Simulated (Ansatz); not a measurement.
# La2Re: the cost of one run

Computed with Ansatz 0.2.0 (DFT PBE, scalar-relativistic, plane waves, PAW, unless a step's input says otherwise).

**1. The system as given**

Symmetry: R-3m, No. 166, trigonal system. Conventional cell: a = 4.730 Å, b = 4.730 Å, c = 13.663 Å, α = 90.00°, β = 90.00°, γ = 120.00°. La (site symmetry 3m) is surrounded by 3 Re at 2.83 Å and 4 La at 3.04 to 3.12 Å. Around Re (site symmetry -3m) lie 6 La at 2.83 Å.

As a file:

```
La Re
1.0
     2.36481    1.36532    4.55417
    -2.36481    1.36532    4.55417
     0.00000   -2.73065    4.55417
La Re
2 1
Direct
  0.11132 0.11132 0.11132
  0.88868 0.88868 0.88868
  0.50000 0.50000 0.50000
```

A structure generator made this guess: random cell by space group and Wyckoff sites (R-3m, No. 166). Lengths come from tabulated atomic sizes and are only a guess.

**2. Probe: one point on a coarse mesh**

input.yaml reads:

```yaml
crystal:
  lattice:
    - [2.36481029, 1.36532386, 4.55417394]
    - [-2.36481029, 1.36532386, 4.55417394]
    - [0.0, -2.73064772, 4.55417394]
  atoms:
    - { symbol: La, position: [0.11132014, 0.11132014, 0.11132014] }
    - { symbol: La, position: [0.88867986, 0.88867986, 0.88867986] }
    - { symbol: Re, position: [0.5, 0.5, 0.5] }
basis:
  ecutwfc: 420
kpoints:
  mp_grid: { grid: [6, 6, 6] }
hamiltonian:
  xc: pbe
scf:
  occupations: { method: gaussian, width: 0.1 }
  lower_state_search: "off"
output:
  forces: true
  stress: true
  eigenvalues: true
```

Launch:

```sh
> ansatz run input.yaml --threads 1 --pin off --max-ram 2560MiB --backend cpu --events-out ev --progress --plain --runs-dir out
```

What time and memory should one allow on 1 thread of Intel Xeon at 2.70GHz, shared host?

About 4.2 s, with a peak of 0.42 GiB.
